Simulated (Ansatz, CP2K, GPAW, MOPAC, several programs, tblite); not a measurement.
## FeSi (P2_13) from semi-empirical methods to plane-wave DFT

FeSi (P2_13) from a database of computed structures, relaxed with r2SCAN in Ansatz, was computed with several methods. Space group P2_13 (No. 198), cubic; conventional cell a = 4.403 Å, 10.67 Å³ an atom. Around Fe lie 7 Si at 2.25–2.47 Å; around Si lie 7 Fe at 2.25–2.47 Å. Calculated for a static, non-magnetic cell.

```xyz
8
Lattice="4.4031 0.0000 0.0000 0.0000 4.4031 0.0000 0.0000 0.0000 4.4031" Properties=species:S:1:pos:R:3 pbc="T T T"
Fe    3.8013    2.8032    1.5998
Fe    2.8032    1.5998    3.8013
Fe    1.5998    3.8013    2.8032
Fe    0.6017    0.6017    0.6017
Si    0.6995    1.5020    2.9010
Si    1.5020    2.9010    0.6995
Si    2.9010    0.6995    1.5020
Si    3.7035    3.7035    3.7035
```

Gaps and times are for a single point on this cell; volume and bulk modulus come from each method's own relaxation or energy curve at fixed shape, which is too stiff where a cell has free coordinates or axes. Times are rough, from shared hosts (Intel Xeon 6975P-C), and each method has its own mesh and cell size. A double dagger marks a value from a curve with shape and coordinates held. PM7 (MOPAC), GFN1-xTB (tblite) treat a cluster of cells at its zone centre, which samples few k points: where these miss a band edge, the gap comes out too large for that reason alone. Gaps from k meshes are read at a limited set of points (mesh, symmetry points, PBE's band edges), so each method's own least gap may be somewhat smaller. xTB and the PM methods were fitted mostly to molecules, and can miss a solid's gap by electronvolts. Minimal bases can be far off for gaps. The open d shell was run without spin, which may not be the ground state of these methods, hybrids least of all. GLLB-SC's gap includes the derivative discontinuity. d marks a direct gap, i an indirect one (no mark: not told apart), a dash a value that wasn't computed or didn't pass its checks.

```csv
method,kind,gap (eV),own volume (Å³/atom),bulk modulus (GPa),atoms computed,processor time
light PBE (260 eV and a coarse mesh),light plane-wave,0.15 i,–,–,8,1.3 s
PBE,semilocal,0.16 i,11.00,231‡,8,8 s
GFN1-xTB (tblite),tight binding,0.09,–,–,64,16 s
r2SCAN,semilocal,0.34 i,10.67,256‡,8,18 s
PBE/SZV (CP2K),small basis,0.17 i,–,–,8,23 s
PM7 (MOPAC),semi-empirical,5.28,–,–,64,33 s
PBE/DZVP (CP2K),small basis,0.16 i,11.01‡,230‡,8,74 s
GLLB-SC (GPAW),model potential,0.41,–,–,8,77 s
```

Volumes against r2SCAN's: PBE +3.1 %.

Runs without a result: GFN2-xTB (tblite) (single point), PM6 (MOPAC) (single point, out of time).
